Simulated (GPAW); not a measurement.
# LiBe (Pm-3m) in GPAW: single point with RPBE

Aim: the single point of LiBe with RPBE.

Everything below comes from runs of GPAW 26.7.0. Logs are shortened: lines on timing, memory, paths and dates and some standing lists are left out, and cuts for length are marked. The log counts tension as positive stress, the text compression.

## 1. Starting point

Symmetry: Pm-3m, No. 221, cubic system. Conventional cell: a = 2.811 Å, b = 2.811 Å, c = 2.811 Å, α = 90.00°, β = 90.00°, γ = 90.00°. Around Be (site symmetry m-3m) lie 8 Li at 2.43 Å. Li (site symmetry m-3m) has 8 Be at 2.43 Å as nearest neighbours.

The cell comes from a database or a generator and needn't be the stable form of this composition.

## 2. Single point, RPBE

run.py

```python
from ase.dft.bandgap import bandgap
from ase.io import read, write
from ase.units import GPa
from gpaw import GPAW, PW

atoms = read('POSCAR')

calc = GPAW(mode=PW(800),
            xc='RPBE',
            kpts={'size': (9, 9, 9), 'gamma': True},
            occupations={'name': 'methfessel-paxton', 'order': 0, 'width': 0.1},
            nbands=8,
            convergence={'density': 1e-05, 'energy': 1e-05},
            maxiter=150,
            txt='gpaw.txt')
atoms.calc = calc
energy = atoms.get_potential_energy()
forces = atoms.get_forces()
stress = atoms.get_stress()
calc.write('gs.gpw')
write('result.traj', atoms)
print(f'Energy: {energy:.6f} eV')
print('Forces (eV/A):')
print(forces.round(4))
print('Stress (GPa):', (stress / GPa).round(3))
print('Fermi level:', round(calc.get_fermi_level(), 4), 'eV')
print(f'Gap: {bandgap(calc)[0]:.4f} eV, direct: {bandgap(calc, direct=True)[0]:.4f} eV')
```

POSCAR

```
LiBe
1.0
    2.8111530000      0.0000000000      0.0000000000
    0.0000000000      2.8111530000      0.0000000000
    0.0000000000      0.0000000000      2.8111530000
Be Li
1 1
Direct
    0.5000000000      0.5000000000      0.5000000000
    0.0000000000      0.0000000000      0.0000000000
```

Potentials or basis: the program's PAW data sets (release 1.2.1) made for this functional, pw.

Started as:

```bash
$ OMP_NUM_THREADS=1 python run.py
```

gpaw.txt:

```text
__  _  _
 | _ |_)|_||  |
 |__||  | ||/\| - 26.7.0

Input parameters:
  mode=PW(ecut=800.0),
  convergence={'density': 1e-05, 'energy': 1e-05},
  kpts=MonkhorstPack(size=(9, 9, 9), gamma=True),
  maxiter=150,
  nbands=8,
  occupations=Occupations(name='methfessel-paxton', order=0, width=0.1),
  xc=XC(name='RPBE')

Diagonalizing LCAO Hamiltonian
Converting LCAO to pw mode
   .------.
  /|      |
 * |      |
 | .-Be---.
 |/      /
 Li-----*

Atoms  # Å, Bohr magnetons
|   | symbol |        x |        y |        z |    initial magnetic moments |
|---|--------|----------|----------|----------|-----------------------------|
| 0 |     Be | 1.405577 | 1.405577 | 1.405577 | ( 0.0000,  0.0000,  0.0000) |
| 1 |     Li | 0.000000 | 0.000000 | 0.000000 | ( 0.0000,  0.0000,  0.0000) |

Unit cell  # Å
| periodic |        x |        y |        z |  lengths |    angles |
|----------|----------|----------|----------|----------|-----------|
|      yes | 2.811153 | 0.000000 | 0.000000 | 2.811153 | 90.000000 |
|      yes | 0.000000 | 2.811153 | 0.000000 | 2.811153 | 90.000000 |
|      yes | 0.000000 | 0.000000 | 2.811153 | 2.811153 | 90.000000 |

Number of symmetries: 48
Symmetry operations  # r_c * U_cc + t_c -> r_c
|    | kind |            matrix            |
|----|------|------------------------------|
|  0 |  E   |  1, 0, 0,  0, 1, 0,  0, 0, 1 |
|  1 |  σ   |  1, 0, 0,  0, 1, 0,  0, 0,-1 |
|  2 |  σ   |  1, 0, 0,  0, 0, 1,  0, 1, 0 |
|  3 |  C4  |  1, 0, 0,  0, 0, 1,  0,-1, 0 |
|  4 |  C4  |  1, 0, 0,  0, 0,-1,  0, 1, 0 |
|  5 |  σ   |  1, 0, 0,  0, 0,-1,  0,-1, 0 |
|  6 |  σ   |  1, 0, 0,  0,-1, 0,  0, 0, 1 |
|  7 |  C2  |  1, 0, 0,  0,-1, 0,  0, 0,-1 |
|  8 |  σ   |  0, 1, 0,  1, 0, 0,  0, 0, 1 |
|  9 |  C2  |  0, 1, 0,  1, 0, 0,  0, 0,-1 |
| 10 |  C3  |  0, 1, 0,  0, 0, 1,  1, 0, 0 |
| 11 |  S6  |  0, 1, 0,  0, 0, 1, -1, 0, 0 |
| 12 |  S6  |  0, 1, 0,  0, 0,-1,  1, 0, 0 |
| 13 |  C3  |  0, 1, 0,  0, 0,-1, -1, 0, 0 |
| 14 |  C4  |  0, 1, 0, -1, 0, 0,  0, 0, 1 |
| 15 |  S4  |  0, 1, 0, -1, 0, 0,  0, 0,-1 |
| 16 |  C3  |  0, 0, 1,  1, 0, 0,  0, 1, 0 |
| 17 |  S6  |  0, 0, 1,  1, 0, 0,  0,-1, 0 |
| 18 |  σ   |  0, 0, 1,  0, 1, 0,  1, 0, 0 |
| 19 |  C4  |  0, 0, 1,  0, 1, 0, -1, 0, 0 |
| 20 |  C2  |  0, 0, 1,  0,-1, 0,  1, 0, 0 |
| 21 |  S4  |  0, 0, 1,  0,-1, 0, -1, 0, 0 |
| 22 |  S6  |  0, 0, 1, -1, 0, 0,  0, 1, 0 |
| 23 |  C3  |  0, 0, 1, -1, 0, 0,  0,-1, 0 |
| 24 |  S6  |  0, 0,-1,  1, 0, 0,  0, 1, 0 |
| 25 |  C3  |  0, 0,-1,  1, 0, 0,  0,-1, 0 |
| 26 |  C4  |  0, 0,-1,  0, 1, 0,  1, 0, 0 |
| 27 |  σ   |  0, 0,-1,  0, 1, 0, -1, 0, 0 |
| 28 |  S4  |  0, 0,-1,  0,-1, 0,  1, 0, 0 |
| 29 |  C2  |  0, 0,-1,  0,-1, 0, -1, 0, 0 |
| 30 |  C3  |  0, 0,-1, -1, 0, 0,  0, 1, 0 |
| 31 |  S6  |  0, 0,-1, -1, 0, 0,  0,-1, 0 |
| 32 |  C4  |  0,-1, 0,  1, 0, 0,  0, 0, 1 |
| 33 |  S4  |  0,-1, 0,  1, 0, 0,  0, 0,-1 |
| 34 |  S6  |  0,-1, 0,  0, 0, 1,  1, 0, 0 |
| 35 |  C3  |  0,-1, 0,  0, 0, 1, -1, 0, 0 |
| 36 |  C3  |  0,-1, 0,  0, 0,-1,  1, 0, 0 |
| 37 |  S6  |  0,-1, 0,  0, 0,-1, -1, 0, 0 |
| 38 |  σ   |  0,-1, 0, -1, 0, 0,  0, 0, 1 |
| 39 |  C2  |  0,-1, 0, -1, 0, 0,  0, 0,-1 |
| 40 |  σ   | -1, 0, 0,  0, 1, 0,  0, 0, 1 |
| 41 |  C2  | -1, 0, 0,  0, 1, 0,  0, 0,-1 |
| 42 |  C2  | -1, 0, 0,  0, 0, 1,  0, 1, 0 |
| 43 |  S4  | -1, 0, 0,  0, 0, 1,  0,-1, 0 |
| 44 |  S4  | -1, 0, 0,  0, 0,-1,  0, 1, 0 |
| 45 |  C2  | -1, 0, 0,  0, 0,-1,  0,-1, 0 |
| 46 |  C2  | -1, 0, 0,  0,-1, 0,  0, 0, 1 |
| 47 |  i   | -1, 0, 0,  0,-1, 0,  0, 0,-1 |

BZ-sampling:
  Number of BZ points: 729
  Number of IBZ points: 35

  Monkhorst-Pack size: [9, 9, 9]
  Monkhorst-Pack shift: [0, 0, 0]

K-points  # in reciprocal-cell coordinates
|     |                                coordinates |     weight |
|-----|--------------------------------------------|------------|
|   0 | (  0.00000000,   0.00000000,   0.00000000) | 0.00137174 |
|   1 | (  0.11111111,   0.00000000,   0.00000000) | 0.00823045 |
|   2 | (  0.11111111,   0.11111111,   0.00000000) | 0.01646091 |
|   3 | (  0.11111111,   0.11111111,   0.11111111) | 0.01097394 |
|   4 | (  0.22222222,   0.00000000,   0.00000000) | 0.00823045 |
|   5 | (  0.22222222,   0.11111111,   0.00000000) | 0.03292181 |
|   6 | (  0.22222222,   0.11111111,   0.11111111) | 0.03292181 |
|   7 | (  0.22222222,   0.22222222,   0.00000000) | 0.01646091 |
|   8 | (  0.22222222,   0.22222222,   0.11111111) | 0.03292181 |
|   9 | (  0.22222222,   0.22222222,   0.22222222) | 0.01097394 |
| ... |                                            |            |
|  34 | (  0.44444444,   0.44444444,   0.44444444) | 0.01097394 |

Plane wave coefficients: 1189
Cutoff: 800.0 eV

Spin-components: 1 (collinear spins)
Bands:           8
Projectors:      6
Spin-degeneracy: 2
Datatype:        complex128

Parallelization:
  kpt:    1
  domain: 1
  band:   1

Density:
  Valence electrons: 3.0
  Components: 1
  Grid points: [20 20 20]
  Charge: 0.0  # |e|

Potential:
  Grid points: [20 20 20]

species:
  Be:
    name:    Beryllium
    Z:       4.0
    valence: 2
    core:    2
    charge:  0.0  # [|e|]
    compensation charges:
      type: gauss
      rc: 0.25  # [Å]
      lmax: 2
    cutoffs:
      filter: 1.42  # [Å]
      core: 1.77  # [Å]
    projectors
    | kind |    occ | energy [eV] | rcut [Å] |
    |------|--------|-------------|----------|
    |   2s |  2.000 |      -5.629 |    0.794 |
    |   2p |  0.000 |      -2.014 |    0.794 |
    |    s |        |      21.582 |    0.794 |

    Using partial waves for Be as LCAO basis

  Li:
    name:    Lithium
    Z:       3.0
    valence: 1
    core:    2
    charge:  0.0  # [|e|]
    compensation charges:
      type: gauss
      rc: 0.33  # [Å]
      lmax: 2
    cutoffs:
      filter: 1.91  # [Å]
      core: 2.55  # [Å]
    projectors
    | kind |    occ | energy [eV] | rcut [Å] |
    |------|--------|-------------|----------|
    |   2s |  1.000 |      -2.901 |    1.058 |
    |   2p |  0.000 |      -1.114 |    1.058 |
    |    s |        |      24.311 |    1.058 |

    Using partial waves for Li as LCAO basis

Reference energy: -603.038437  # eV

eigensolver:
  PPCG
  Converge bands: occupied
  niter=2

density mixing:
  MSR1-Mixer
  Pratt-step length: 0.05
  Maximum mixing coefficient: 0.75
  Old densities: 10
  SVD Regularization: 0.005
  Good broyden scale: 1.0
  Trust region scale: 1.0
  Backstep threshold: 4.0
  History deletion threshold: 6.0
  Fourier metric: weight=20.0, sigma=0.015

occupation numbers:
  Methfessel-Paxton:
    width: 0.1000  # eV
    order: 0

poisson solver:
  ecut: 6400.0  # eV

xc functional:
  name: RPBE with 2 nearest neighbor stencil

convergence criteria:
- Maximum integral of absolute [dens]ity change: 1e-05 electrons / valence electron
- Maximum [total energy] change in last 3 cyles: 1e-05 eV / valence electron
- Maximum integral of absolute [eigenst]ate change: 4e-08 eV^2 / valence electron
maximum number of iterations: 150

SCF iterations
|iter     | |      energy | eigst |  dens |
|---------|-|-------------|-------|-------|
|iter:   1| |   -4.581282 | +0.11 |       |
|iter:   2| |   -4.536752 | -2.89 | -1.18 |
|iter:   3| |   -4.434534 | -2.34 | -1.21 |
|iter:   4| |   -4.435356 | -2.80 | -1.78 |
|iter:   5| |   -4.435335 | -6.07 | -2.27 |
|iter:   6| |   -4.435276 | -4.91 | -2.33 |
|iter:   7| |   -4.435276 | -7.68c| -3.32 |
|iter:   8| |   -4.435276c| -7.44c| -3.95 |
|iter:   9| |   -4.435276c| -8.30c| -4.42 |
|iter:  10| |   -4.435276c| -9.24c| -5.79c|

Converged in 10 steps
Energy contributions relative to reference atoms: (reference = -603.038437)

Energy contributions:
  Kinetic:           5.082535
  Coulomb:          -2.706091
  Zero:             -0.054343
  External:          0.000000
  Xc:               -6.754319
  Entropy:          -0.006115
  Spinorbit:         0.000000
  ----------------------------
  Free energy:      -4.438334
  Extrapolated:     -4.435276

dipole moment: (-1.599341, -1.599341, -1.599341)  # |e|*Ang

Fermi level: 2.984
Eigenvalues  # (at kpt = [0.000, 0.000, 0.000])
| band index |      eig [eV] | occ [0-2] |
|------------|---------------|-----------|
|          0 |        -3.636 |     2.000 |
|          1 |         9.172 |     0.000 |
|          2 |         9.172 |     0.000 |
|          3 |         9.172 |     0.000 |
|          4 |        21.746 |     0.000 |
|          5 |        23.101 |     0.000 |
|          6 |        23.101 |     0.000 |
|          7 |        23.101 |     0.000 |

No gap
No difference between direct/indirect transitions

Forces  # eV/Ang
|        x |       y |       z |
|----------|---------|---------|
| -0.00000 | 0.00000 | 0.00000 |  # Be   0
|  0.00000 | 0.00000 | 0.00000 |  # Li   1

Stress tensor  # eV/Ang^3
|         x |         y |         z |
|-----------|-----------|-----------|
| -0.018874 | -0.000000 |  0.000000 |
| -0.000000 | -0.018874 |  0.000000 |
|  0.000000 |  0.000000 | -0.018874 |

# Writing to gs.gpw (mode='')
```

stdout:

```text
Energy: -4.435276 eV
Forces (eV/A):
[[-0.  0.  0.]
 [ 0.  0.  0.]]
Stress (GPa): [-3.024 -3.024 -3.024  0.     0.    -0.   ]
Fermi level: 2.984 eV
Gap: 0.0000 eV, direct: 0.0000 eV
```

Run time: 6 s. Hardware: 1 thread of Arm Neoverse V1, shared host; peak memory 0.13 GiB.

What came out:

```yaml
Free_energy: -4.4383 eV
Pressure: 3.0 GPa
Band_gap_on_the_k_mesh: none (metal or under the smearing width)
```
